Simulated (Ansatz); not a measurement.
**CH4OSSn: a ladder of functionals and wavefunction methods**

The task here is to estimate one member of a computed series from the others.

The runs use Ansatz 0.2.0, Gaussian basis; functionals in def2-TZVPP, the program's frozen cores in correlated methods.

The runs, in order: LDA (SPW92), PBE-D4, revPBE-D4, BLYP-D4, r2SCAN-D4, B97M-V, PBE0-D4, B3LYP-D4, r2SCANh-D4, r2SCAN0-D4, HSE06-D4, BHLYP-D4, CAM-B3LYP-D4, LC-ωPBE, ωB97X-V, ωB97M-V, B2PLYP, PBE-QIDH; CCSD(T)/def2-SVP; CCSD(T)/def2-TZVPP; MP2/def2-QZVPP; extrapolation to the limit; RPA on PBE.

## The geometry

All runs share one geometry, relaxed beforehand with PBE0-D4 in a triple-zeta def2 set. Sn takes the def2 core potential; no spin-orbit term is included.

SMILES `[OH][SnH]1[CH2][S]1`, 8 atoms, charge 0, spin multiplicity 1.

Atoms are counted from 1 here; the program's logs count them from 0.

Bond lengths: O1–Sn2 1.957 Å, O1–H5 0.961 Å, Sn2–C3 2.102 Å, Sn2–S4 2.370 Å, Sn2–H6 1.683 Å, C3–S4 1.868 Å, C3–H7 1.086 Å, C3–H8 1.085 Å. Angles: Sn2–O1–H5 111.6°, O1–Sn2–C3 119.2°, O1–Sn2–S4 115.2°, O1–Sn2–H6 106.9°, C3–Sn2–S4 48.9°, C3–Sn2–H6 131.1°, S4–Sn2–H6 123.9°, Sn2–C3–S4 73.0°, Sn2–C3–H7 117.4°, Sn2–C3–H8 119.2°, S4–C3–H7 113.8°, S4–C3–H8 113.8°, H7–C3–H8 113.3°, Sn2–S4–C3 58.1°.

Set-up of the first run:

in.yaml

```yaml
crystal:
  periodic: [false, false, false]
  atoms:
    - {symbol: O, position_ang: [-0.110741, 1.984517, -0.987578]}
    - {symbol: Sn, position_ang: [-0.320264, 0.666577, 0.443873]}
    - {symbol: C, position_ang: [0.572034, -1.225313, 0.232880]}
    - {symbol: S, position_ang: [-1.227819, -1.417164, -0.226902]}
    - {symbol: H, position_ang: [-0.118757, 1.569612, -1.854814]}
    - {symbol: H, position_ang: [-0.816105, 1.508711, 1.814011]}
    - {symbol: H, position_ang: [1.254844, -1.366314, -0.599379]}
    - {symbol: H, position_ang: [0.859108, -1.777526, 1.122109]}
basis:
  gaussian: {orbitals: def2-TZVPP}
hamiltonian: {xc: lda}
output: {orbitals: {seedname: orbitals}}
```

Among the steps run: LDA; PBE-D4 (GGA); revPBE-D4 (GGA); BLYP-D4 (GGA); r2SCAN-D4 (meta-GGA); B97M-V (meta-GGA); PBE0-D4 (hybrid); B3LYP-D4 (hybrid); r2SCANh-D4 (hybrid); r2SCAN0-D4 (hybrid); HSE06-D4 (hybrid); BHLYP-D4 (hybrid); CAM-B3LYP-D4 (range-separated); LC-ωPBE (range-separated); ωB97X-V (range-separated); ωB97M-V (range-separated); B2PLYP (double hybrid); PBE-QIDH (double hybrid).

One table of the session follows, with a row left open; its other results are not shown here.

It belongs to the step «Orbital energies across the functionals». 

| functional | HOMO (eV) | gap (eV) |
| --- | --- | --- |
| LDA (SPW92) | -5.76 | 3.37 |
| PBE-D4 | -5.63 | 3.46 |
| revPBE-D4 | ? | ? |
| BLYP-D4 | -5.47 | 3.34 |
| r2SCAN-D4 | -5.89 | 3.94 |
| B97M-V | -5.94 | 3.98 |
| PBE0-D4 | -6.84 | 5.59 |
| B3LYP-D4 | -6.60 | 5.04 |
| r2SCANh-D4 | -6.33 | 4.73 |
| r2SCAN0-D4 | -7.01 | 5.90 |
| HSE06-D4 | -6.44 | 4.82 |
| BHLYP-D4 | -7.85 | 7.51 |
| CAM-B3LYP-D4 | -8.13 | 7.87 |
| LC-ωPBE | -9.40 | 10.39 |
| ωB97X-V | -9.08 | 9.92 |
| ωB97M-V | -8.95 | 9.59 |

Estimate the missing values for revPBE-D4.

**Answer.** HOMO (eV): -5.58; gap (eV): 3.49. In the column «HOMO (eV)» it lies between PBE-D4 (-5.63) and BLYP-D4 (-5.47).
